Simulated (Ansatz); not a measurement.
# CaZn2Sb2: the cost of one run

Computed with Ansatz 0.2.0 (DFT r2SCAN, scalar-relativistic, plane waves, PAW, unless a step's input says otherwise).

## 1. The structure to begin with

The structure is trigonal, space group P-3m1 (No. 164). Conventional cell: a = 4.434 Å, b = 4.434 Å, c = 7.449 Å, α = 90.00°, β = 90.00°, γ = 120.00°. Around Ca (site symmetry -3m) lie 6 Sb at 3.20 Å. Zn (site symmetry 3m) has 4 Sb at 2.69 to 2.79 Å as nearest neighbours. Sb (site symmetry 3m) is surrounded by 4 Zn at 2.69 to 2.79 Å.

Structure file:

```
CELL_PARAMETERS angstrom
4.43400 0.00000 0.00000
-2.21700 3.83996 0.00000
0.00000 0.00000 7.44900
ATOMIC_POSITIONS crystal
Ca 0.00000 0.00000 0.00000
Zn 0.33333 0.66667 0.63100
Zn 0.66667 0.33333 0.36900
Sb 0.33333 0.66667 0.25700
Sb 0.66667 0.33333 0.74300
```

## 2. Relaxing cell and atoms: CaZn2Sb2, no spin

Input file input.yaml:

```yaml
crystal:
  lattice:
    - [4.434, 0.0, 0.0]
    - [-2.217, 3.8399566404, 0.0]
    - [0.0, 0.0, 7.449]
  atoms:
    - { symbol: Ca, position: [0.0, 0.0, 0.0] }
    - { symbol: Zn, position: [0.3333333333, 0.6666666667, 0.631] }
    - { symbol: Zn, position: [0.6666666667, 0.3333333333, 0.369] }
    - { symbol: Sb, position: [0.3333333333, 0.6666666667, 0.257] }
    - { symbol: Sb, position: [0.6666666667, 0.3333333333, 0.743] }
scf:
  occupations: { method: gaussian, width: 0.05 }
output:
  forces: true
  stress: true
  eigenvalues: true
  write_density: true
  write_potential: true
  elf: true
  volumetric_format: npy
kpoints:
  mp_grid: { grid: [12, 12, 6] }
hamiltonian:
  xc: r2scan
relax:
  f_tol: 0.005
  max_steps: 60
  cell: { stress_tol: 0.03 }
```

Launch:

```
ansatz run input.yaml --threads 2 --pin off --max-ram 6144MiB --backend cpu --events-out ev --progress --plain --runs-dir out
```

What time and memory should one allow on 2 threads of Intel Xeon 6975P-C (Granite Rapids), shared host?

About 83 s, with a peak of 1.1 GiB.
